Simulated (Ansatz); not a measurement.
Relaxation of a periodic cell of 17 atoms, Be16H (host Be, host structure hcp, interstitial H), to a largest force component of 0.03 eV/Å in at most 60 steps.

Computed with Ansatz, DFT PBE, scalar-relativistic, plane waves, PAW. Settings: cutoff 420 eV, k mesh 4x4x3, gaussian smearing 0.05 eV, no spin polarisation.

```xyz
17
Lattice="-2.2900 -3.9664 0.0000 3.4350 -1.9832 0.0000 0.0000 0.0000 7.1769" Properties=species:S:1:pos:R:3
Be 0.000 -3.966 0.000
Be 0.000 -2.644 1.794
Be 0.000 -3.966 3.588
Be 0.000 -2.644 5.383
Be -1.145 -1.983 0.000
Be 2.290 -2.644 1.794
Be -1.145 -1.983 3.588
Be 2.290 -2.644 5.383
Be 1.145 -1.983 0.000
Be 1.145 -0.661 1.794
Be 1.145 -1.983 3.588
Be 1.145 -0.661 5.383
Be 0.000 0.000 0.000
Be 1.145 -4.627 1.794
Be 0.000 0.000 3.588
Be 1.145 -4.627 5.383
H -0.004 -1.287 0.907
```

Where does it end, and by what steps?

The forces met the threshold. Limits of this set-up: coarse k mesh, odd electron count without spin. After 4 steps the energy has fallen by 0.103 eV; Be13 moved furthest, 0.06 Å.

| step | energy less start (eV) | largest force component (eV/Å) | accepted |
| --- | --- | --- | --- |
| 0 | 0.0000 | 0.540 | yes |
| 1 | -0.0739 | 0.298 | yes |
| 2 | -0.1018 | 0.041 | yes |
| 3 | -0.1024 | 0.033 | yes |
| 4 | -0.1028 | 0.004 | yes |

```xyz
17
Lattice="-2.2900 -3.9664 0.0000 3.4350 -1.9832 0.0000 0.0000 0.0000 7.1769" Properties=species:S:1:pos:R:3
Be 0.017 -3.974 -0.009
Be -0.008 -2.689 1.822
Be 0.013 -3.972 3.609
Be 0.000 -2.653 5.384
Be -1.182 -2.011 -0.027
Be 2.263 -2.627 1.824
Be -1.154 -1.986 3.588
Be 2.308 -2.653 5.362
Be 1.172 -1.997 -0.029
Be 1.182 -0.630 1.822
Be 1.126 -1.971 3.610
Be 1.154 -0.654 5.384
Be 0.006 0.049 -0.027
Be 1.128 -4.615 1.805
Be 0.000 0.012 3.588
Be 1.131 -4.618 5.364
H 0.000 -1.318 0.896
```

Whether the end is a true minimum wasn't checked by a vibrational analysis.

Run time: 32 s on 1 thread of Arm Neoverse V1 (shared host), peak memory 0.36 GiB.
